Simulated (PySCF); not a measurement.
# Si2H6Se: NMR shifts at several levels of theory, part 2 of 2

PySCF 2.14.0. Atoms count from 0.

## Step 10: Shielding tensors: PBE0/6-31G

Job settings and geometry (Å):

```
{"job": {"kind": "nmr", "xc": "PBE0", "basis": "6-31G", "pop": true}, "charge": 0, "multiplicity": 1}
Si     1.701200    -0.165538     0.052755
Se     0.029416    -0.412675    -1.488881
Si    -1.664784     0.132812    -0.054534
H      2.965383    -0.536848    -0.643949
H      1.780546     1.245447     0.535886
H      1.477786    -1.061373     1.226707
H     -1.700093    -0.804143     1.107982
H     -2.924443     0.018311    -0.842696
H     -1.505141     1.526557     0.457949
```

Method: GIAO PBE0/6-31G NMR shielding, non-relativistic, gas phase.

Standard output:

```text
coarse grid: 34992 points
cycle   1  E = -2983.1302024115  dE = -9.371e-01  |g| = 2.983e-01  |ddm| = 2.622e+00
cycle   2  E = -2983.1207323617  dE =  9.470e-03  |g| = 3.560e-01  |ddm| = 1.137e+00
cycle   3  E = -2983.1569969151  dE = -3.626e-02  |g| = 1.695e-02  |ddm| = 6.426e-01
cycle   4  E = -2983.1571008927  dE = -1.040e-04  |g| = 5.840e-03  |ddm| = 4.328e-02
cycle   5  E = -2983.1571138700  dE = -1.298e-05  |g| = 7.341e-04  |ddm| = 1.124e-02
cycle   6  E = -2983.1571140963  dE = -2.263e-07  |g| = 1.746e-04  |ddm| = 1.947e-03
final grid: 69160 points
cycle   7  E = -2983.1571166641  dE = -1.265e-08  |g| = 1.996e-04  |ddm| = 1.105e-03
cycle   8  E = -2983.1571166575  dE =  6.587e-09  |g| = 2.622e-04  |ddm| = 9.647e-04
cycle   9  E = -2983.1571166810  dE = -2.354e-08  |g| = 1.612e-05  |ddm| = 4.844e-04
cycle  10  E = -2983.1571166811  dE = -9.004e-11  |g| = 9.093e-07  |ddm| = 3.367e-05
converged SCF energy = -2983.1571166811

GIAO shielding tensors (ppm)
atom      isotropic    diamagn.    paramagn.     s11        s22        s33       span
  0 Si     471.716     881.060    -409.343    427.695    457.257    530.196    102.501
  1 Se    2606.945    2997.414    -390.469   2570.459   2593.105   2657.270     86.811
  2 Si     471.904     881.086    -409.182    427.779    457.768    530.164    102.385
  3 H       28.470      29.109      -0.639     24.119     25.521     35.770     11.651
  4 H       28.617      29.312      -0.695     24.523     26.267     35.063     10.540
  5 H       28.673      29.360      -0.688     24.570     26.438     35.011     10.441
  6 H       28.660      29.364      -0.704     24.562     26.395     35.024     10.463
  7 H       28.472      29.128      -0.656     24.113     25.524     35.778     11.665
  8 H       28.631      29.339      -0.709     24.527     26.302     35.063     10.536
```

Wall time 4.7 s (1 thread of Arm Neoverse V1, shared host); peak memory 0.42 GiB.

This run: δ Si0 -27.1, Se1 -620, H3 4.02 ppm (means over like atoms).

## Step 11: Shielding tensors: PBE0/6-31G*

Same as in step 10 but for these lines:

```diff
@@ -1,2 +1,2 @@
-{"job": {"kind": "nmr", "xc": "PBE0", "basis": "6-31G", "pop": true}, "charge": 0, "multiplicity": 1}
+{"job": {"kind": "nmr", "xc": "PBE0", "basis": "6-31G*", "pop": true}, "charge": 0, "multiplicity": 1}
 Si     1.701200    -0.165538     0.052755
```

With the program's defaults for keys left out, this is: GIAO PBE0/6-31G* NMR shielding, non-relativistic, gas phase.

Standard output:

```text
coarse grid: 34992 points
cycle   1  E = -2983.2918296248  dE = -1.005e+00  |g| = 2.040e-01  |ddm| = 2.572e+00
cycle   2  E = -2983.2907576604  dE =  1.072e-03  |g| = 1.973e-01  |ddm| = 6.859e-01
cycle   3  E = -2983.3062379569  dE = -1.548e-02  |g| = 5.030e-02  |ddm| = 4.011e-01
cycle   4  E = -2983.3065818632  dE = -3.439e-04  |g| = 5.806e-03  |ddm| = 4.265e-02
cycle   5  E = -2983.3065889092  dE = -7.046e-06  |g| = 1.313e-03  |ddm| = 7.945e-03
final grid: 69160 points
cycle   6  E = -2983.3065954389  dE = -1.955e-07  |g| = 1.221e-03  |ddm| = 3.495e-03
cycle   7  E = -2983.3065955144  dE = -7.556e-08  |g| = 1.143e-03  |ddm| = 2.612e-03
cycle   8  E = -2983.3065957942  dE = -2.798e-07  |g| = 3.092e-05  |ddm| = 1.182e-03
cycle   9  E = -2983.3065957945  dE = -3.329e-10  |g| = 3.590e-06  |ddm| = 4.982e-05
converged SCF energy = -2983.3065957945

GIAO shielding tensors (ppm)
atom      isotropic    diamagn.    paramagn.     s11        s22        s33       span
  0 Si     437.215     880.481    -443.266    395.244    427.170    489.230     93.987
  1 Se    2518.127    3000.664    -482.537   2475.470   2478.019   2600.891    125.421
  2 Si     437.392     880.511    -443.119    395.320    427.672    489.183     93.862
  3 H       27.180      28.372      -1.192     23.216     24.658     33.667     10.450
  4 H       27.305      29.435      -2.130     23.397     25.106     33.411     10.015
  5 H       27.334      29.509      -2.175     23.456     25.205     33.342      9.886
  6 H       27.326      29.506      -2.180     23.438     25.182     33.357      9.918
  7 H       27.180      28.405      -1.224     23.213     24.656     33.673     10.460
  8 H       27.312      29.480      -2.168     23.407     25.121     33.408     10.001
```

It took 5.4 s on 1 thread of Arm Neoverse V1, shared host; peak memory 0.47 GiB.

Key values: δ Si0 -19.2, Se1 -595, H3 4.69 ppm (means over like atoms).

## Step 12: Shielding tensors: PBE0/def2-SVP

Same as in step 11 but for these lines:

```diff
@@ -1,2 +1,2 @@
-{"job": {"kind": "nmr", "xc": "PBE0", "basis": "6-31G*", "pop": true}, "charge": 0, "multiplicity": 1}
+{"job": {"kind": "nmr", "xc": "PBE0", "basis": "def2-SVP", "pop": true}, "charge": 0, "multiplicity": 1}
 Si     1.701200    -0.165538     0.052755
```

Method: GIAO PBE0/def2-SVP NMR shielding, non-relativistic, gas phase.

Standard output:

```text
coarse grid: 34992 points
cycle   1  E = -2983.1538331759  dE = -1.032e+00  |g| = 2.007e-01  |ddm| = 2.704e+00
cycle   2  E = -2983.1538519557  dE = -1.878e-05  |g| = 1.830e-01  |ddm| = 5.918e-01
cycle   3  E = -2983.1662587606  dE = -1.241e-02  |g| = 5.034e-02  |ddm| = 3.490e-01
cycle   4  E = -2983.1667185902  dE = -4.598e-04  |g| = 6.189e-03  |ddm| = 4.918e-02
cycle   5  E = -2983.1667271082  dE = -8.518e-06  |g| = 1.420e-03  |ddm| = 8.036e-03
final grid: 69160 points
cycle   6  E = -2983.1667090449  dE = -1.794e-07  |g| = 1.338e-03  |ddm| = 3.625e-03
cycle   7  E = -2983.1667091180  dE = -7.307e-08  |g| = 1.253e-03  |ddm| = 2.777e-03
cycle   8  E = -2983.1667094664  dE = -3.484e-07  |g| = 2.724e-05  |ddm| = 1.293e-03
cycle   9  E = -2983.1667094667  dE = -2.597e-10  |g| = 7.493e-06  |ddm| = 5.041e-05
converged SCF energy = -2983.1667094667

GIAO shielding tensors (ppm)
atom      isotropic    diamagn.    paramagn.     s11        s22        s33       span
  0 Si     459.610     879.094    -419.484    408.373    451.497    518.960    110.587
  1 Se    2509.328    3001.654    -492.327   2472.097   2474.117   2581.769    109.672
  2 Si     459.808     879.128    -419.320    408.474    452.016    518.935    110.461
  3 H       26.614      28.093      -1.479     22.593     24.050     33.200     10.607
  4 H       26.784      29.270      -2.486     22.826     24.451     33.075     10.249
  5 H       26.802      29.342      -2.540     22.895     24.516     32.996     10.101
  6 H       26.797      29.340      -2.543     22.872     24.504     33.014     10.142
  7 H       26.615      28.128      -1.514     22.589     24.049     33.206     10.617
  8 H       26.787      29.316      -2.529     22.840     24.455     33.068     10.228
```

Wall time 5.7 s (1 thread of Arm Neoverse V1, shared host); peak memory 0.52 GiB.

Key values: δ Si0 -52.5, Se1 -656, H3 4.61 ppm (means over like atoms).

## Step 13: Shielding tensors: PBE0/def2-TZVP

Same as in step 12 but for these lines:

```diff
@@ -1,2 +1,2 @@
-{"job": {"kind": "nmr", "xc": "PBE0", "basis": "def2-SVP", "pop": true}, "charge": 0, "multiplicity": 1}
+{"job": {"kind": "nmr", "xc": "PBE0", "basis": "def2-TZVP", "pop": true}, "charge": 0, "multiplicity": 1}
 Si     1.701200    -0.165538     0.052755
```

Method: GIAO PBE0/def2-TZVP NMR shielding, non-relativistic, gas phase.

Standard output:

```text
coarse grid: 34992 points
cycle   1  E = -2983.6544544669  dE = -1.021e+00  |g| = 3.077e-01  |ddm| = 2.233e+00
cycle   2  E = -2983.6587066510  dE = -4.252e-03  |g| = 1.977e-01  |ddm| = 3.784e-01
cycle   3  E = -2983.6660525620  dE = -7.346e-03  |g| = 5.932e-02  |ddm| = 2.147e-01
cycle   4  E = -2983.6670623637  dE = -1.010e-03  |g| = 8.691e-03  |ddm| = 5.398e-02
cycle   5  E = -2983.6670724649  dE = -1.010e-05  |g| = 2.087e-03  |ddm| = 7.277e-03
cycle   6  E = -2983.6670733958  dE = -9.308e-07  |g| = 4.632e-04  |ddm| = 2.207e-03
final grid: 69160 points
cycle   7  E = -2983.6670880279  dE = -3.842e-08  |g| = 4.744e-04  |ddm| = 1.275e-03
cycle   8  E = -2983.6670880269  dE =  9.622e-10  |g| = 5.276e-04  |ddm| = 8.333e-04
cycle   9  E = -2983.6670880873  dE = -6.038e-08  |g| = 3.711e-05  |ddm| = 4.116e-04
cycle  10  E = -2983.6670880876  dE = -2.838e-10  |g| = 5.822e-06  |ddm| = 2.683e-05
converged SCF energy = -2983.6670880876

GIAO shielding tensors (ppm)
atom      isotropic    diamagn.    paramagn.     s11        s22        s33       span
  0 Si     385.863     880.112    -494.249    341.158    372.551    443.881    102.723
  1 Se    2453.597    3002.188    -548.592   2402.526   2418.905   2539.359    136.832
  2 Si     386.037     880.137    -494.101    341.230    373.060    443.820    102.590
  3 H       26.486      28.287      -1.801     22.692     24.010     32.756     10.064
  4 H       26.578      29.325      -2.747     22.786     24.204     32.744      9.957
  5 H       26.585      29.380      -2.795     22.835     24.252     32.667      9.832
  6 H       26.583      29.378      -2.795     22.821     24.243     32.687      9.866
  7 H       26.486      28.320      -1.834     22.689     24.009     32.761     10.072
  8 H       26.578      29.366      -2.788     22.794     24.205     32.733      9.939
```

It took 12 s on 1 thread of Arm Neoverse V1, shared host; peak memory 0.84 GiB.

Key values: δ Si0 -54.4, Se1 -626, H3 4.93 ppm (means over like atoms).

## Step 14: Nuclear shieldings: PBE0/cc-pVDZ

Same as in step 13 but for these lines:

```diff
@@ -1,2 +1,2 @@
-{"job": {"kind": "nmr", "xc": "PBE0", "basis": "def2-TZVP", "pop": true}, "charge": 0, "multiplicity": 1}
+{"job": {"kind": "nmr", "xc": "PBE0", "basis": "cc-pVDZ", "pop": true}, "charge": 0, "multiplicity": 1}
 Si     1.701200    -0.165538     0.052755
```

Level: GIAO PBE0/cc-pVDZ NMR shielding, non-relativistic, gas phase.

Standard output:

```text
coarse grid: 34992 points
cycle   1  E = -2983.5969263705  dE = -9.573e-01  |g| = 1.903e-01  |ddm| = 4.895e+00
cycle   2  E = -2983.5947803287  dE =  2.146e-03  |g| = 2.050e-01  |ddm| = 1.146e+00
cycle   3  E = -2983.6099345201  dE = -1.515e-02  |g| = 1.928e-02  |ddm| = 5.694e-01
cycle   4  E = -2983.6100658820  dE = -1.314e-04  |g| = 3.701e-03  |ddm| = 4.863e-02
cycle   5  E = -2983.6100714478  dE = -5.566e-06  |g| = 6.724e-04  |ddm| = 1.543e-02
final grid: 69160 points
cycle   6  E = -2983.6100794890  dE = -4.400e-08  |g| = 6.819e-04  |ddm| = 4.392e-03
cycle   7  E = -2983.6100794515  dE =  3.750e-08  |g| = 7.743e-04  |ddm| = 3.993e-03
cycle   8  E = -2983.6100796666  dE = -2.150e-07  |g| = 5.702e-05  |ddm| = 2.090e-03
cycle   9  E = -2983.6100796678  dE = -1.217e-09  |g| = 7.190e-06  |ddm| = 1.906e-04
cycle  10  E = -2983.6100796677  dE =  4.093e-11  |g| = 1.053e-06  |ddm| = 1.529e-05
converged SCF energy = -2983.6100796677

GIAO shielding tensors (ppm)
atom      isotropic    diamagn.    paramagn.     s11        s22        s33       span
  0 Si     461.361     880.928    -419.567    418.287    450.752    515.043     96.756
  1 Se    2500.177    2998.532    -498.356   2447.948   2462.560   2590.021    142.073
  2 Si     461.560     880.961    -419.402    418.402    451.262    515.014     96.612
  3 H       26.611      28.270      -1.659     22.504     24.022     33.306     10.802
  4 H       26.746      29.395      -2.650     22.722     24.319     33.197     10.475
  5 H       26.763      29.467      -2.704     22.776     24.400     33.114     10.338
  6 H       26.759      29.463      -2.704     22.761     24.383     33.134     10.374
  7 H       26.612      28.302      -1.691     22.500     24.022     33.312     10.811
  8 H       26.748      29.441      -2.693     22.729     24.328     33.187     10.457
```

It took 6.6 s on 1 thread of Arm Neoverse V1, shared host; peak memory 0.52 GiB.

This run: δ Si0 -42.9, Se1 -607, H3 4.58 ppm (means over like atoms).

## Step 15: Comparing the runs: NMR shifts

Shifts (ppm), means over like atoms, with basis size and wall time (the measured row can stand on another reference than the computed rows):

| run | H3 | Si0 | Se1 | functions | time |
| --- | --- | --- | --- | --- | --- |
| WP04/pcSseg-2 | 4.13 | -44.0 | -709 | 233 | 20 s |
| B97-2/pcSseg-2 | 4.64 | -51.9 | -657 | 233 | 20 s |
| BHandHLYP/pcSseg-2 | 4.52 | -52.3 | -649 | 233 | 20 s |
| CAM-B3LYP/pcSseg-2 | 4.61 | -55.2 | -675 | 233 | 29 s |
| wB97X-D/pcSseg-2 | 4.64 | -54.8 | -673 | 233 | 28 s |
| LC-wPBE/pcSseg-2 | 4.53 | -55.3 | -669 | 233 | 35 s |
| PBE0/STO-3G | 1.91 | -55.5 | -510 | 42 | 2.4 s |
| PBE0/6-31G | 4.02 | -27.1 | -620 | 65 | 4.7 s |
| PBE0/6-31G* | 4.69 | -19.2 | -595 | 80 | 5.4 s |
| PBE0/def2-SVP | 4.61 | -52.5 | -656 | 98 | 5.7 s |
| PBE0/def2-TZVP | 4.93 | -54.4 | -626 | 158 | 12 s |
| PBE0/cc-pVDZ | 4.58 | -42.9 | -607 | 93 | 6.6 s |
| measured | – | – | -666 | – | – |

Measured: T. Maaninen et al., Z. Anorg. Allg. Chem. 630 (2004) 1947 (author manuscript).

## Step 16: Summary of results

What follows sums up all 2 parts.

| quantity | value |
| --- | --- |
| rotational constants (main isotopes) | 5.25, 2.60, 1.81 GHz |
| 1H shifts against TMS (WP04/pcSseg-2, means over atoms taken as alike) | 4.13 ppm |
| 29Si shifts against TMS (WP04/pcSseg-2, means over atoms taken as alike) | -44.0 ppm |
| 77Se shifts against Me2Se (WP04/pcSseg-2) | -709 ppm |
| measured, and computed on the same scale | Se1 δ -666, -709 ppm |
| range of the shift of Se1 | -709 to -510 ppm |
| property runs in this session | 12, of which 0 failed and 1 gave unsound results |

What this shows: Single values in the summary come from the first run of each kind that ended normally (WP04/pcSseg-2), which need not be the best level. The start was shaken at random, so part of the energy gained undoes that. Relaxing lowered the energy by 0.550 eV in 33 steps; the close pair that moved most is Si2–H7, from 1.374 to 1.490 Å. At WP04/pcSseg-2: Shielding is most anisotropic at Se1 (span 203 ppm, paramagnetic term -747 ppm). The one measured 77Se shift is missed by -43 ppm (computed less measured, unscaled). Vibration, temperature and solvent are missing from the calculation, and it holds one conformer, so part of the miss against the measured shifts is not the functional's. Across the 12 runs the shift of Se1 moves most, between -709 (WP04/pcSseg-2) and -510 ppm (PBE0/STO-3G). A minimal basis is unusable for shieldings, so that end is no result. For the one measured 77Se shift, LC-wPBE/pcSseg-2 misses least (2.7 ppm, 35 s) and PBE0/STO-3G most (156.2 ppm, 2.4 s). Spin-orbit coupling is left out, which matters for shieldings and couplings at and beside the heavy atoms. One molecule ranks no method: errors cancel, and vibration and temperature are missing from all runs.
